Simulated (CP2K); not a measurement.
**TiF4 (SMILES [F][Ti]([F])([F])[F]): a chain of runs**

We compute a series of 8 runs (HSE06/6-31G*, UHSE06/6-31G*) of F4Ti. The setting varied is the cutoff. 

Program for the calculation: CP2K 2026.2.

6 further runs of the same task are left out: 3 that didn't finish, 3 set aside as unsound or not needed.

**1. The molecule**

TiF4: 5 atoms, total charge 0, spin state singlet. SMILES: `[F][Ti]([F])([F])[F]`. The shape comes from GFN2-xTB, which is rough for such elements, and wasn't checked as a minimum.

Bond lengths: F1–Ti2 1.692 Å, Ti2–F3 1.692 Å, Ti2–F4 1.692 Å, Ti2–F5 1.692 Å. Angles: F1–Ti2–F3 109.5°, F1–Ti2–F4 109.4°, F1–Ti2–F5 109.5°, F3–Ti2–F4 109.5°, F3–Ti2–F5 109.6°, F4–Ti2–F5 109.4°.

**2. Energy and gradient at HSE06/6-31G(d) (spherical functions) (run 1)**

The input, qs.inp:

```
&GLOBAL
  PROJECT qs
  RUN_TYPE ENERGY_FORCE
  PRINT_LEVEL MEDIUM
&END
&FORCE_EVAL
  METHOD QS
  &DFT
    BASIS_SET_FILE_NAME ./6_31gs.basis
    POTENTIAL_FILE_NAME POTENTIAL
    &QS
      METHOD GAPW
      EPS_DEFAULT 1.0E-10
    &END
    ! real-space grids
    &MGRID
      CUTOFF 200
      REL_CUTOFF 50
      NGRIDS 4
    &END
    ! no periodic images
    &POISSON
      PERIODIC NONE
      POISSON_SOLVER MULTIPOLE
    &END
    &SCF
      SCF_GUESS ATOMIC
      EPS_SCF 1.0E-06
      MAX_SCF 50
      &OT
        MINIMIZER DIIS
        PRECONDITIONER FULL_ALL
      &END
      &OUTER_SCF
        EPS_SCF 1.0E-06
        MAX_SCF 5
      &END
    &END
    ! exchange and correlation
    &XC
      &XC_FUNCTIONAL
        &HYB_GGA_XC_HSE06
        &END
      &END
      &HF
        FRACTION 0.25
        &SCREENING
          EPS_SCHWARZ 1.0E-09
        &END
        &INTERACTION_POTENTIAL
          POTENTIAL_TYPE SHORTRANGE
          OMEGA 0.11
        &END
        &MEMORY
          MAX_MEMORY 1750
        &END
      &END
    &END
    &PRINT
      &MOMENTS
        PERIODIC F
        REFERENCE COM
        MAX_MOMENT 1
      &END
      &MO_CUBES
        NLUMO 3
        NHOMO -1
        WRITE_CUBE F
      &END
      &HIRSHFELD OFF
      &END
    &END
  &END
  ! structure
  &SUBSYS
    &CELL
      ABC 9.7 9.3 9.7
      PERIODIC NONE
    &END
    &COORD
      UNIT bohr
      F      0.3207999    -1.3916510     2.8615556
      Ti    -0.0002835     0.0014173     0.0006047
      F     -2.2998345     2.2193699     0.1472664
      F     -0.7838962    -2.2068033    -2.1756795
      F      2.7631953     1.3776859    -0.8337472
    &END
    &TOPOLOGY
      &CENTER_COORDINATES
      &END
    &END
    &KIND F
      BASIS_SET 6-31Gs
      POTENTIAL ALL
    &END
    &KIND Ti
      BASIS_SET 6-31Gs
      POTENTIAL ALL
    &END
  &END
  ! extra output
  &PRINT
    &FORCES ON
    &END
  &END
&END
```

On the command line:

```sh
$ OMP_NUM_THREADS=2 cp2k.psmp -i qs.inp -o qs.out
```

Standard output:

```text
CP2K| version string:                                       CP2K version 2026.2
[...]
 GLOBAL| Method name                                                        CP2K
[...]
 GLOBAL| Run type                                                   ENERGY_FORCE
[...]
 DFT| Spin restricted Kohn-Sham (RKS) calculation                            RKS
 DFT| Multiplicity                                                             1
[...]
 DFT| Charge                                                                   0
[...]
 FUNCTIONAL| HYB_GGA_XC_HSE06:
[...]
 QS| Method:                                                                GAPW
[...]
 QS| Density cutoff [a.u.]:                                                100.0
[...]
 QS| Relative density cutoff [a.u.]:                                        25.0
[...]
                             - Atoms:                                          5
[...]
                             - Spherical basis functions:                     90
[...]
 Number of electrons:                                                         58
[...]
     1 OT DIIS     0.15E+00    4.6     0.42837699     -1194.4011399356 -1.19E+03
[...]
     7 OT DIIS     0.15E+00    0.8     0.00000088     -1248.5342065378 -8.94E-09
  *** SCF run converged in     7 steps ***
[...]
  Overlap energy of the core charge distribution:               0.00000000007358
  Self energy of the core charge distribution:               -777.55324089329019
  Core Hamiltonian energy:                                   -527.95761381960529
  Hartree energy:                                             114.69625501782643
  Exchange-correlation energy:                                -18.21170810426974
  Hartree-Fock Exchange energy:                               -19.43866049245361
[...]
                     Mulliken Population Analysis
 #  Atom  Element  Kind  Atomic population                           Net charge
       1     F        1          9.423389                             -0.423389
       2     Ti       2         20.306267                              1.693733
       3     F        1          9.423584                             -0.423584
       4     F        1          9.423366                             -0.423366
       5     F        1          9.423395                             -0.423395
 # Total charge                             58.000000                  0.000000
[...]
  Dipole moment [Debye]
    X= -0.2752316E-03 Y=  0.5940550E-02 Z=  0.2798404E-02  Total=      0.0065724
[...]
 HOMO - LUMO gap [eV] :    9.195363
[...]
 ENERGY| Total FORCE_EVAL ( QS ) energy [hartree]          -1248.534206537754244
 FORCES| Atomic forces [hartree/bohr]
 FORCES|   Atom     x               y               z               |f|
 FORCES|      1  2.97917800E-03 -1.28050645E-02  2.63672884E-02   2.94631817E-02
 FORCES|      2  6.17232079E-05 -1.03830403E-04  1.10449452E-04   1.63675253E-04
 FORCES|      3 -2.12233303E-02  2.05080067E-02  1.31069292E-03   2.95419363E-02
 FORCES|      4 -7.34369495E-03 -2.04247374E-02 -2.01602629E-02   2.96232333E-02
 FORCES|      5  2.55448790E-02  1.28351808E-02 -7.65237615E-03   2.95946206E-02
 FORCES| Sum     1.87549171E-05  9.55510544E-06 -2.42083151E-05
 FORCES| Total atomic force                                       3.20794245E-05
[...]
```

Wall time 75 s (2 threads of Arm Neoverse V1, shared host); peak memory 0.61 GiB.

**3. The doublet cation: energy and forces at UHSE06/6-31G(d) (spherical functions) (run 2)**

qs.inp: that of step 2 with these lines changed.

```diff
@@ -1,8 +1,3 @@
-&GLOBAL
-  PROJECT qs
-  RUN_TYPE ENERGY_FORCE
-  PRINT_LEVEL MEDIUM
-&END
 &FORCE_EVAL
-  METHOD QS
+  METHOD Quickstep
   &DFT
@@ -10,2 +5,5 @@
     POTENTIAL_FILE_NAME POTENTIAL
+    CHARGE 1
+    MULTIPLICITY 2
+    SPIN_POLARIZED T
     &QS
@@ -20,3 +18,3 @@
     &END
-    ! no periodic images
+    ! isolated system
     &POISSON
@@ -28,5 +26,5 @@
       EPS_SCF 1.0E-06
-      MAX_SCF 50
-      &OT
-        MINIMIZER DIIS
+      MAX_SCF 30
+      &OT ON
+        MINIMIZER CG
         PRECONDITIONER FULL_ALL
@@ -44,2 +42,3 @@
       &END
+      ! exact exchange
       &HF
@@ -48,2 +47,3 @@
           EPS_SCHWARZ 1.0E-09
+          SCREEN_ON_INITIAL_P F
         &END
@@ -58,2 +58,3 @@
     &END
+    ! extra output
     &PRINT
@@ -65,3 +66,3 @@
       &MO_CUBES
-        NLUMO 3
+        NLUMO 5
         NHOMO -1
@@ -75,4 +76,5 @@
   &SUBSYS
+    ! vacuum box
     &CELL
-      ABC 9.7 9.3 9.7
+      ABC [angstrom] 9.7 9.3 9.7
       PERIODIC NONE
@@ -106 +108,6 @@
 &END
+&GLOBAL
+  PROJECT_NAME qs
+  RUN_TYPE ENERGY_FORCE
+  PRINT_LEVEL MEDIUM
+&END
```

On the command line:

```sh
$ OMP_NUM_THREADS=2 cp2k.psmp -i qs.inp > qs.out 2>&1
```

Standard output:

```text
CP2K| version string:                                       CP2K version 2026.2
 CP2K| Input file name                                                    qs.inp

[... 261 lines left out ...]
  Decoupling Energy:                                               0.1058577236
[... 98 lines left out ...]
  Decoupling Energy:                                               0.0981443988
[... 118 lines left out ...]
  Decoupling Energy:                                               0.0982042452
[... 118 lines left out ...]
  Decoupling Energy:                                               0.0981230809
[... 109 lines left out ...]
  outer SCF iter =    3 RMS gradient =   0.47E-03 energy =      -1247.9984293681
[... 106 lines left out ...]
  Decoupling Energy:                                               0.0013652166
[... 118 lines left out ...]
  Decoupling Energy:                                               0.0013704419
[... 118 lines left out ...]
  Decoupling Energy:                                               0.0021499777
[... 106 lines left out ...]
  Hartree-Fock Exchange energy:                               -25.58848376526930
[... 1 line left out ...]
  GAPW| Exc from hard and soft atomic rho1:                   -53.68370608359551
  GAPW| local Eh = 1 center integrals:                         49.22936210697708

  Total energy:                                             -1462.62752776936304

  outer SCF iter =    6 RMS gradient =   0.10E+00 energy =      -1462.6275277694
  outer SCF loop FAILED to converge after    6 iterations or  354 steps

 *******************************************************************************
 *   ___                                                                       *
 *  /   \                                                                      *
 * [ABORT]                                                                     *
 *  \___/     SCF run NOT converged. To continue the calculation regardless,   *
 *    |             please set the keyword IGNORE_CONVERGENCE_FAILURE.         *
 *  O/|                                                                        *
 * /| |                                                                        *
 * / \                                                            qs_scf.F:702 *
 *******************************************************************************

 ===== Routine Calling Stack =====

            4 scf_env_do_scf
            3 qs_energies
            2 qs_forces
            1 CP2K

Program received signal SIGABRT: Process abort signal.
```

It took 7.5 min on 2 threads of Arm Neoverse V1, shared host; peak memory 0.66 GiB.

No converged result was reached.

Runs 3 to 7 aren't shown in full; the table further down has their settings and results.

**4. The doublet cation: energy and gradient at UHSE06/6-31G(d) (spherical functions) (run 8)**

The input, job.inp:

```
&GLOBAL
   PROJECT_NAME job
   RUN_TYPE ENERGY_FORCE
   PRINT_LEVEL MEDIUM
&END GLOBAL

&FORCE_EVAL
   METHOD Quickstep
   &DFT
      BASIS_SET_FILE_NAME ./6_31gs.basis
      POTENTIAL_FILE_NAME POTENTIAL
      CHARGE 1
      MULTIPLICITY 2
      UNRESTRICTED_KOHN_SHAM T
      &QS
         METHOD GAPW
         EPS_DEFAULT 1.0E-10
      &END QS
      &MGRID
         CUTOFF 550
         REL_CUTOFF 50
         NGRIDS 4
      &END MGRID
      &POISSON
         PERIODIC NONE
         POISSON_SOLVER MULTIPOLE
      &END POISSON
      &SCF
         SCF_GUESS ATOMIC
         EPS_SCF 1.0E-06
         MAX_SCF 30
         &OT ON
            MINIMIZER CG
            PRECONDITIONER FULL_ALL
         &END OT
         &OUTER_SCF
            EPS_SCF 1.0E-06
            MAX_SCF 5
         &END OUTER_SCF
      &END SCF
      &XC
         &XC_FUNCTIONAL
            &HYB_GGA_XC_HSE06
            &END HYB_GGA_XC_HSE06
         &END XC_FUNCTIONAL
         &HF
            FRACTION 0.25
            &SCREENING
               EPS_SCHWARZ 1.0E-09
               SCREEN_ON_INITIAL_P F
            &END SCREENING
            &INTERACTION_POTENTIAL
               POTENTIAL_TYPE SHORTRANGE
               OMEGA 0.11
            &END INTERACTION_POTENTIAL
            &MEMORY
               MAX_MEMORY 1750
            &END MEMORY
         &END HF
      &END XC
      &PRINT
         &MOMENTS
            PERIODIC F
            REFERENCE COM
            MAX_MOMENT 1
         &END MOMENTS
         &MO_CUBES
            NLUMO 5
            NHOMO -1
            WRITE_CUBE F
         &END MO_CUBES
         &HIRSHFELD OFF
         &END HIRSHFELD
      &END PRINT
   &END DFT
   &SUBSYS
      &CELL
         ABC [angstrom] 9.7 9.3 9.7
         PERIODIC NONE
      &END CELL
      &COORD
         UNIT bohr
         F      0.3207999    -1.3916510     2.8615556
         Ti    -0.0002835     0.0014173     0.0006047
         F     -2.2998345     2.2193699     0.1472664
         F     -0.7838962    -2.2068033    -2.1756795
         F      2.7631953     1.3776859    -0.8337472
      &END COORD
      &TOPOLOGY
         &CENTER_COORDINATES
         &END CENTER_COORDINATES
      &END TOPOLOGY
      &KIND F
         BASIS_SET 6-31Gs
         POTENTIAL ALL
      &END KIND
      &KIND Ti
         BASIS_SET 6-31Gs
         POTENTIAL ALL
      &END KIND
   &END SUBSYS
   &PRINT
      &FORCES ON
      &END FORCES
   &END PRINT
&END FORCE_EVAL
```

On the command line:

```sh
$ OMP_NUM_THREADS=2 cp2k.psmp job.inp > job.out
```

Standard output:

```text
CP2K| version string:                                       CP2K version 2026.2
 CP2K| Input file name                                                   job.inp

[... 261 lines left out ...]
  Decoupling Energy:                                               0.1058577240
[... 98 lines left out ...]
  Decoupling Energy:                                               0.0981442990
[... 118 lines left out ...]
  Decoupling Energy:                                               0.0982072755
[... 118 lines left out ...]
  Decoupling Energy:                                               0.0981971926
[... 109 lines left out ...]
  outer SCF iter =    3 RMS gradient =   0.21E-03 energy =      -1247.9966766701
[... 106 lines left out ...]
  Decoupling Energy:                                               0.0993290326
[... 118 lines left out ...]
  Decoupling Energy:                                               0.0320449072
[... 118 lines left out ...]
  Decoupling Energy:                                               0.0327333715
[... 106 lines left out ...]
  Hartree-Fock Exchange energy:                               -29.06779111146641
[... 1 line left out ...]
  GAPW| Exc from hard and soft atomic rho1:                   -57.34533380187530
  GAPW| local Eh = 1 center integrals:                         47.10913662268963

  Total energy:                                             -1542.42158317219719

  outer SCF iter =    6 RMS gradient =   0.56E-01 energy =      -1542.4215831722
  outer SCF loop FAILED to converge after    6 iterations or  354 steps

 *******************************************************************************
 *   ___                                                                       *
 *  /   \                                                                      *
 * [ABORT]                                                                     *
 *  \___/     SCF run NOT converged. To continue the calculation regardless,   *
 *    |             please set the keyword IGNORE_CONVERGENCE_FAILURE.         *
 *  O/|                                                                        *
 * /| |                                                                        *
 * / \                                                            qs_scf.F:702 *
 *******************************************************************************

 ===== Routine Calling Stack =====

            4 scf_env_do_scf
            3 qs_energies
            2 qs_forces
            1 CP2K

Program received signal SIGABRT: Process abort signal.
```

Run time: 33 min. Hardware: 2 threads of Arm Neoverse V1, shared host; peak memory 1.7 GiB.

The run stopped without converging.

**5. The series**

| run | level | cutoff | iteration cap | partner | energy (Eh) | wall time |
| --- | --- | --- | --- | --- | --- | --- |
| 1 | HSE06/6-31G* (spherical functions) | 200 | 50 | base | -1248.534207 | 75 s |
| 2 | UHSE06/6-31G* (spherical functions) | 200 | 30 | cation | not converged | 7.5 min |
| 3 | HSE06/6-31G* (spherical functions) | 280 | 50 | base | -1248.534197 | 93 s |
| 4 | UHSE06/6-31G* (spherical functions) | 280 | 30 | cation | not converged | 10 min |
| 5 | HSE06/6-31G* (spherical functions) | 400 | 50 | base | -1248.534197 | 2.5 min |
| 6 | UHSE06/6-31G* (spherical functions) | 400 | 30 | cation | not converged | 20 min |
| 7 | HSE06/6-31G* (spherical functions) | 550 | 50 | base | -1248.534197 | 3.9 min |
| 8 | UHSE06/6-31G* (spherical functions) | 550 | 30 | cation | not converged | 33 min |

Convergence of the total energy of singlet TiF4 with the cutoff, against the last point:

| cutoff | from the last (mEh) | wall time |
| --- | --- | --- |
| 200 Ry | -0.010 | 75 s |
| 280 Ry | +0.000 | 93 s |
| 400 Ry | -0.000 | 2.5 min |
| 550 Ry | +0.000 | 3.9 min |

Convergence of the dipole moment of singlet TiF4 with the cutoff, against the last point:

| cutoff | from the last (D) | wall time |
| --- | --- | --- |
| 200 Ry | -0.0000 | 75 s |
| 280 Ry | +0.0000 | 93 s |
| 400 Ry | +0.0000 | 2.5 min |
| 550 Ry | +0.0000 | 3.9 min |

**6. Outcome**

| quantity | value |
| --- | --- |
| run 7, HSE06/6-31G*: total energy | -1248.53420 Eh |
| run 7, HSE06/6-31G*: dipole moment | 0.01 D |
| run 7, HSE06/6-31G*: HOMO energy | -11.62 eV |
| run 7, HSE06/6-31G*: LUMO energy | -2.42 eV |
| run 7, HSE06/6-31G*: HOMO–LUMO gap | 9.19 eV |
| run 7, HSE06/6-31G*: largest force on an atom | 1.523 eV/Å |

**Reading.** The total energy agrees within 0.001 eV over the runs. All runs together took 80 min, the longest 33 min. 4 of the 8 runs did not end normally.
